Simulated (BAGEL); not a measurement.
# BF3 (boron trifluoride) at B3LYP/aug-cc-pVDZ (density fitting with qzvpp-jkfit)

Aim: the energy change on altering one bond length of BF3 (boron trifluoride) at B3LYP/aug-cc-pVDZ (density fitting with qzvpp-jkfit), from 2 runs. 

The calculation is run with BAGEL 1.2.2.

9 further runs of the same task are left out: 9 set aside as unsound or not needed.

## (1) The structure to begin with

BF3 has 4 atoms, charge 0, and is taken as a singlet. SMILES: `FB(F)F`. The coordinates come from a GFN2-xTB relaxation.

Bond lengths: B1–F2 1.301 Å, B1–F3 1.301 Å, B1–F4 1.301 Å. Angles: F2–B1–F3 120.0°, F2–B1–F4 120.0°, F3–B1–F4 120.0°.

## (2) The energy at B3LYP/aug-cc-pVDZ (density fitting with qzvpp-jkfit)

Contents of input.json:

```json
{ "bagel" : [

{
  "title" : "molecule",
  "basis" : "aug-cc-pvdz.json",
  "df_basis" : "qzvpp-jkfit",
  "angstrom" : true,
  "geometry" : [
    { "atom" : "B", "xyz" : [       0.000110,       0.000040,      -0.000210 ] },
    { "atom" : "F", "xyz" : [       1.300290,      -0.027650,       0.013460 ] },
    { "atom" : "F", "xyz" : [      -0.626240,       1.139760,      -0.017260 ] },
    { "atom" : "F", "xyz" : [      -0.674160,      -1.112140,       0.004010 ] }
  ]
},

{ "title" : "ks", "xc_func" : "b3lyp" },

{ "title" : "print", "file" : "orbitals.molden", "orbitals" : true }

]}
```

The basis set aug-cc-pVDZ is read from a file made from the Basis Set Exchange's data (not shown).

Started as:

```
BAGEL_NUM_THREADS=1 BAGEL input.json > input.out
```

The program printed:

```text
* using 1 threads per process

  ===============================================================
  ===============================================================

  *** Geometry ***

  { "atom" : "B", "xyz" : [      0.000208,      0.000076,     -0.000397 ] },
  { "atom" : "F", "xyz" : [      2.457192,     -0.052251,      0.025436 ] },
  { "atom" : "F", "xyz" : [     -1.183422,      2.153834,     -0.032617 ] },
  { "atom" : "F", "xyz" : [     -1.273978,     -2.101640,      0.007578 ] },

  Number of auxiliary basis functions:      306

  Since a DF basis is specified, we compute 2- and 3-index integrals:
    o Being stored without compression. Storage requirement is 0.021 GB

  Number of basis functions:       92
  Number of electrons      :       32

    * METHOD: MOLECULE                             0.10

  *** Kohn-Sham DFT ***

    * Removing 6196 points whose weight is below 1.00e-10
    * Grid points: 53428

  === Nuclear Repulsion ===
   112.0111739615

       - DIIS with orbital gradients will be used.

  === KS iteration (b3lyp / aug-cc-pvdz.json) ===
      0       -304.40433174          0.09995314           0.16
      1       -289.78364394          0.19668474           0.16
      2       -312.04637407          0.09029962           0.15
      3       -322.90257835          0.05972472           0.15
      4       -324.39158674          0.01834892           0.15
      5       -324.53166192          0.01092489           0.15
      6       -324.57202787          0.00656194           0.15
      7       -324.59215479          0.00194167           0.15
      8       -324.59407856          0.00007110           0.15
      9       -324.59408136          0.00002482           0.15
     10       -324.59408162          0.00001113           0.15
     11       -324.59408168          0.00000078           0.15
     12       -324.59408169          0.00000033           0.15
     13       -324.59408169          0.00000044           0.16
     14       -324.59408169          0.00000002           0.16
     15       -324.59408169          0.00000001           0.16
    * SCF iteration converged.

    * Permanent dipole moment:
           (   -0.000396,    -0.000125,     0.000484) a.u.

    * METHOD: KS                                   2.68

    * METHOD: PRINT                                0.02

  ===============================================================
```

Run time: 2.9 s. Hardware: 1 thread of Arm Neoverse V1, shared host; peak memory 0.25 GiB.

## (3) The distorted shape at the same level

Contents of dft.json:

```json
{ "bagel" : [

{
  "title" : "molecule",
  "basis" : "aug-cc-pvdz.json",
  "df_basis" : "qzvpp-jkfit",
  "angstrom" : true,
  "geometry" : [
    { "atom" : "B", "xyz" : [       0.094066,      -0.170924,       0.002348 ] },
    { "atom" : "F", "xyz" : [       1.394246,      -0.198614,       0.016018 ] },
    { "atom" : "F", "xyz" : [      -0.626240,       1.139760,      -0.017260 ] },
    { "atom" : "F", "xyz" : [      -0.580204,      -1.283104,       0.006568 ] }
  ]
},

{ "title" : "ks", "xc_func" : "b3lyp" },

{ "title" : "print", "file" : "orbitals.molden", "orbitals" : true }

]}
```

The basis set aug-cc-pVDZ is read from a file made from the Basis Set Exchange's data (not shown).

Started as:

```
BAGEL_NUM_THREADS=1 BAGEL dft.json > dft.out
```

The program printed:

```text
* using 1 threads per process

  ===============================================================
  ===============================================================

  *** Geometry ***

  { "atom" : "B", "xyz" : [      0.177759,     -0.323000,      0.004437 ] },
  { "atom" : "F", "xyz" : [      2.634743,     -0.375326,      0.030270 ] },
  { "atom" : "F", "xyz" : [     -1.183422,      2.153834,     -0.032617 ] },
  { "atom" : "F", "xyz" : [     -1.096427,     -2.424715,      0.012412 ] },

  Number of auxiliary basis functions:      306

  Since a DF basis is specified, we compute 2- and 3-index integrals:
    o Being stored without compression. Storage requirement is 0.021 GB

  Number of basis functions:       92
  Number of electrons      :       32

    * METHOD: MOLECULE                             0.10

  *** Kohn-Sham DFT ***

    * Removing 5938 points whose weight is below 1.00e-10
    * Grid points: 53686

  === Nuclear Repulsion ===
   106.9391102483

       - DIIS with orbital gradients will be used.

  === KS iteration (b3lyp / aug-cc-pvdz.json) ===
      0       -304.24332758          0.09704831           0.17
      1       -290.26942003          0.18621395           0.16
      2       -311.68596015          0.08923763           0.17
      3       -323.05041576          0.05655601           0.17
      4       -324.31976472          0.02104050           0.17
      5       -324.47774486          0.01413191           0.17
      6       -324.54262454          0.00867835           0.16
      7       -324.57585985          0.00269535           0.16
      8       -324.57956027          0.00009367           0.16
      9       -324.57956459          0.00002821           0.17
     10       -324.57956465          0.00002504           0.16
     11       -324.57956498          0.00000165           0.17
     12       -324.57956498          0.00000060           0.16
     13       -324.57956498          0.00000066           0.16
     14       -324.57956498          0.00000015           0.16
     15       -324.57956498          0.00000004           0.16
     16       -324.57956498          0.00000001           0.16
     17       -324.57956498          0.00000000           0.16
    * SCF iteration converged.

    * Permanent dipole moment:
           (   -0.167822,     0.304613,    -0.004114) a.u.

    * METHOD: KS                                   3.20

    * METHOD: PRINT                                0.02

  ===============================================================
```

Wall time 3.6 s (1 thread of Arm Neoverse V1, shared host); peak memory 0.25 GiB.

## (4) Summary of results

At B3LYP/aug-cc-pVDZ (density fitting with qzvpp-jkfit):

| quantity | value |
| --- | --- |
| first shape: total energy | -324.59408 Eh |
| first shape: dipole moment | 0.00 D |
| first shape: HOMO energy | -11.94 eV |
| first shape: LUMO energy | -0.47 eV |
| first shape: HOMO–LUMO gap | 11.47 eV |
| distorted shape: total energy | -324.57956 Eh |
| distorted shape: dipole moment | 0.88 D |
| distorted shape: HOMO energy | -11.62 eV |
| distorted shape: LUMO energy | -0.73 eV |
| distorted shape: HOMO–LUMO gap | 10.89 eV |
| energy change with the B1–F3 bond stretched from 1.301 to 1.496 Å | 0.395 eV |

With the B1–F3 bond stretched from 1.301 to 1.496 Å the energy rises by 0.40 eV (38.1 kJ/mol). The first shape isn't relaxed at this level, so the change isn't measured from a minimum.
